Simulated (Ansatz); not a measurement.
**GeC (singlet): from Hartree-Fock to the top rungs at distance Ge1–C2 = 3.129 Å, cc-pVDZ**

An exercise on one series of results from a longer session: the logs are not shown, and one member is left open.

The runs use Ansatz 0.2.0, Gaussian basis; cc-pVDZ, core rule «outside noble gas», up to 15 orbitals frozen.

The runs, in order: CCSD(T) on UHF; BCCD(T) on RHF; CISD; CCSDT(Q) on RHF; CCSDT(Q) on UHF; CCSDTQ on RHF; CASSCF and MRCISD+Q, 2 electrons in 2 orbitals; CASSCF and NEVPT2, 2 electrons in 2 orbitals; CASSCF and MRCISD+Q, 8 electrons in 8 orbitals; CASSCF and NEVPT2, 8 electrons in 8 orbitals; Full CI.

9 further runs of the same task are left out: 2 for a known fault of the program, 7 that didn't finish.

**What is computed**

The geometry derives from a PBE0/def2-TZVP stationary point (not a proven minimum). One bond is set to the value named and the two fragments are kept rigid. No spin-orbit coupling is included. The filled d shell of Ge may be among the frozen orbitals whatever the setting's name suggests; the logs give the count.

2 atoms, charge 0, spin multiplicity 1.

Atoms are counted from 1 here; the program's logs count them from 0.

No contacts short enough for the rule that draws bonds.

Set-up of the first run:

File in.yaml:

```yaml
crystal:
  periodic: [false, false, false]
  atoms:
    - {symbol: Ge, position_ang: [0.000000, 0.000000, 0.000000]}
    - {symbol: C, position_ang: [0.000000, 0.000000, 3.129000]}
basis:
  gaussian: {orbitals: cc-pVDZ}
magnetization: {spin_polarized: true, initial_magnetization: 0}
correlation: {method: ccsd_t, electrons: outside_noble_gas}
```

Started as:

```sh
ansatz run in.yaml --threads 1 --pin off --events-out ev --progress --plain --max-ram 4096MiB --backend cpu
```

Among the steps run: CCSD(T) on UHF; BCCD(T) on RHF; CISD; CCSDT(Q) on RHF; CCSDT(Q) on UHF; CCSDTQ on RHF; CASSCF and MRCISD+Q, 2 electrons in 2 orbitals; CASSCF and NEVPT2, 2 electrons in 2 orbitals; CASSCF and MRCISD+Q, 8 electrons in 8 orbitals; CASSCF and NEVPT2, 8 electrons in 8 orbitals; Full CI.

One of the session's tables, all rows but one given; the rest of the session is left out.

| method | from FCI (meV) |
| --- | --- |
| UMP2 | +1344.6 |
| UCCSD | +251.1 |
| UCCSD(T) | +163.9 |
| BCCD(T) | -48.1 |
| UCCSDT | +59.7 |
| UCCSDT(Q) | +43.3 |
| CASSCF pair | +5906.8 |
| NEVPT2 pair | ? |
| MRCISD pair | +1040.5 |
| MRCISD+Q pair | -29.2 |
| CASSCF valence | +3039.0 |
| NEVPT2 valence | +777.3 |
| MRCISD valence | +203.8 |
| MRCISD+Q valence | +11.7 |
| FCI | 0 |

Q: Estimate the row for NEVPT2 pair from the others.

As computed: from FCI (meV): +1928.1. In the column «from FCI (meV)» it lies between UMP2 (+1344.6) and CASSCF valence (+3039.0).

Some runs used a GPU and others CPU threads alone; cost is compared among the CPU runs only.

Among the levels timed on like hardware, those that no quicker one beats, quickest first: NEVPT2 valence (6.5 s, +777.3 meV); MRCISD+Q valence (7 s, +11.7 meV).

Limits of these values: The determinant is far from a pure spin state, so its energy mixes those of several spin states (harmless only where they are near-degenerate, as at dissociation). The report flags that the cluster equations may have other roots. The yardstick is full CI for this spin, exact in this basis with these frozen cores. Left out of the table: UHF (another determinant or state than the rows shown). The program flags BCCD(T) as in doubt, so those rows may rest on another solution; read them beside their warnings. BCCD(T), MRCISD+Q pair fall below full CI, which methods that aren't variational can do. Of the multireference levels listed MRCISD+Q valence comes nearest in total energy (+11.7 meV), which doesn't show that its space is the better one. Warnings in the runs' records: other roots.
